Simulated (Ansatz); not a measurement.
# C3H9Ge radical: one species, many methods

Aim: compute C3H9Ge radical with functionals from several rungs and with coupled cluster. The yardstick is the atomisation energy at the CCSD(T) limit.

Method: functionals in def2-TZVPP, the program's frozen cores in correlated methods; program: Ansatz 0.2.0, Gaussian basis.

The runs, in order: LDA (SPW92), PBE-D4, revPBE-D4, BLYP-D4, r2SCAN-D4, B97M-V, PBE0-D4, B3LYP-D4, r2SCANh-D4, r2SCAN0-D4, HSE06-D4, BHLYP-D4, CAM-B3LYP-D4, LC-ωPBE, ωB97X-V, ωB97M-V, B2PLYP, PBE-QIDH; CCSD(T)/def2-SVP; CCSD(T)/def2-TZVPP; MP2/def2-QZVPP; extrapolation to the limit; RPA on PBE.

### Step 1. The geometry

An earlier PBE0-D4 in a triple-zeta def2 set relaxation fixed the geometry.

SMILES `[CH2][GeH]([CH3])[CH3]`, 13 atoms, charge 0, spin multiplicity 2.

Atoms are counted from 1 here; the program's logs count them from 0.

Bond lengths: C1–Ge2 1.926 Å, C1–H5 1.085 Å, C1–H6 1.085 Å, Ge2–C3 1.955 Å, Ge2–C4 1.955 Å, Ge2–H7 1.550 Å, C3–H8 1.091 Å, C3–H9 1.091 Å, C3–H10 1.091 Å, C4–H11 1.091 Å, C4–H12 1.091 Å, C4–H13 1.091 Å. Angles: Ge2–C1–H5 122.4°, Ge2–C1–H6 122.4°, H5–C1–H6 115.2°, C1–Ge2–C3 109.7°, C1–Ge2–C4 109.7°, C1–Ge2–H7 109.3°, C3–Ge2–C4 111.0°, C3–Ge2–H7 108.6°, C4–Ge2–H7 108.6°, Ge2–C3–H8 110.2°, Ge2–C3–H9 110.5°, Ge2–C3–H10 110.5°, H8–C3–H9 108.6°, H8–C3–H10 108.5°, H9–C3–H10 108.4°, Ge2–C4–H11 110.5°, Ge2–C4–H12 110.3°, Ge2–C4–H13 110.5° and more.

Geometry (Å):

```xyz
13
charge 0, multiplicity 2
C    -0.7325    1.6963   -0.6552
Ge    0.3230    0.1081   -0.3841
C     1.1030    0.1351    1.4086
C    -0.7943   -1.4764   -0.6384
H    -1.5684    1.7274   -1.3469
H    -0.5100    2.6343   -0.1563
H     1.4726    0.0737   -1.4238
H     0.3147    0.1380    2.1634
H     1.7313   -0.7433    1.5650
H     1.7173    1.0265    1.5454
H    -1.2349   -1.4777   -1.6366
H    -1.6008   -1.4919    0.0967
H    -0.2006   -2.3847   -0.5229
```

### Step 2. LDA

This LDA is Slater exchange with PW92 correlation.

in.yaml

```yaml
crystal:
  periodic: [false, false, false]
  atoms:
    - {symbol: C, position_ang: [-0.732500, 1.696338, -0.655220]}
    - {symbol: Ge, position_ang: [0.322958, 0.108076, -0.384055]}
    - {symbol: C, position_ang: [1.102989, 0.135064, 1.408588]}
    - {symbol: C, position_ang: [-0.794298, -1.476438, -0.638351]}
    - {symbol: H, position_ang: [-1.568437, 1.727377, -1.346878]}
    - {symbol: H, position_ang: [-0.509992, 2.634258, -0.156317]}
    - {symbol: H, position_ang: [1.472602, 0.073682, -1.423810]}
    - {symbol: H, position_ang: [0.314719, 0.137981, 2.163379]}
    - {symbol: H, position_ang: [1.731334, -0.743289, 1.565042]}
    - {symbol: H, position_ang: [1.717254, 1.026514, 1.545361]}
    - {symbol: H, position_ang: [-1.234945, -1.477724, -1.636615]}
    - {symbol: H, position_ang: [-1.600828, -1.491921, 0.096697]}
    - {symbol: H, position_ang: [-0.200553, -2.384715, -0.522924]}
basis:
  gaussian: {orbitals: def2-TZVPP}
magnetization: {spin_polarized: true, initial_magnetization: 1}
hamiltonian: {xc: lda}
output: {orbitals: {seedname: orbitals}}
```

Further steps of the session: PBE-D4 (GGA); revPBE-D4 (GGA); BLYP-D4 (GGA); r2SCAN-D4 (meta-GGA); B97M-V (meta-GGA); PBE0-D4 (hybrid); B3LYP-D4 (hybrid); r2SCANh-D4 (hybrid); r2SCAN0-D4 (hybrid); HSE06-D4 (hybrid); BHLYP-D4 (hybrid); CAM-B3LYP-D4 (range-separated); LC-ωPBE (range-separated); ωB97X-V (range-separated); ωB97M-V (range-separated); B2PLYP (double hybrid); PBE-QIDH (double hybrid); CCSD(T) in def2-SVP; CCSD(T) in def2-TZVPP; MP2 in def2-QZVPP; RPA on PBE orbitals.

Before running them: what should the planned runs give, taken together? Wanted: atomisation energy, CCSD(T)/CBS; farthest beyond LDA; mean size of error, GGA; mean size of error, meta-GGA; mean size of error, hybrid; mean size of error, range-separated; mean size of error, double hybrid; gap, smallest and largest; T1 diagnostic.

As calculated:

| quantity | value |
| --- | --- |
| atomisation energy, CCSD(T)/CBS | 47.448 eV |
| functionals within 0.474 eV (1.0 %) | PBE-D4, r2SCAN-D4, B97M-V, PBE0-D4, B3LYP-D4, r2SCANh-D4, r2SCAN0-D4, HSE06-D4, CAM-B3LYP-D4, LC-ωPBE, ωB97X-V, ωB97M-V, PBE-QIDH |
| farthest beyond LDA | BHLYP-D4 (-0.840 eV) |
| mean size of error, GGA | 0.466 eV |
| mean size of error, meta-GGA | 0.181 eV |
| mean size of error, hybrid | 0.207 eV |
| mean size of error, range-separated | 0.112 eV |
| mean size of error, double hybrid | 0.321 eV |
| gap, smallest and largest | 1.52 eV (LDA (SPW92)), 10.10 eV (LC-ωPBE) |
| T1 diagnostic | 0.0106 |
| triples share of the correlation energy | 3.5 % |

What this shows: The LDA atomisation energy is off by 5.690 eV (12 %): it overbinds. PBE-D4 is off by +0.376 eV. Double hybrids carry the basis error of their MP2 part in triple zeta, and no dispersion term here, so their miss is partly the set-up's. The rungs range-separated, meta-GGA, hybrid, double hybrid, GGA miss on average by less than the doubt on the reference (0.474 eV), so they tie. The reference freezes the cores and leaves out relativity and excitations past (T), and its outer-core shells are covered unevenly, so misses under about 0.474 eV can't be ranked. Hartree-Fock recovers 76 % of the binding; the rest is correlation. CCSD(T) in def2-SVP is off by -2.244 eV, which most functionals beat. Orbital gaps span 1.5 to 10.1 eV; exact exchange widens them. Correlated methods include outer-core shells of Ge, which these sets cover unevenly.
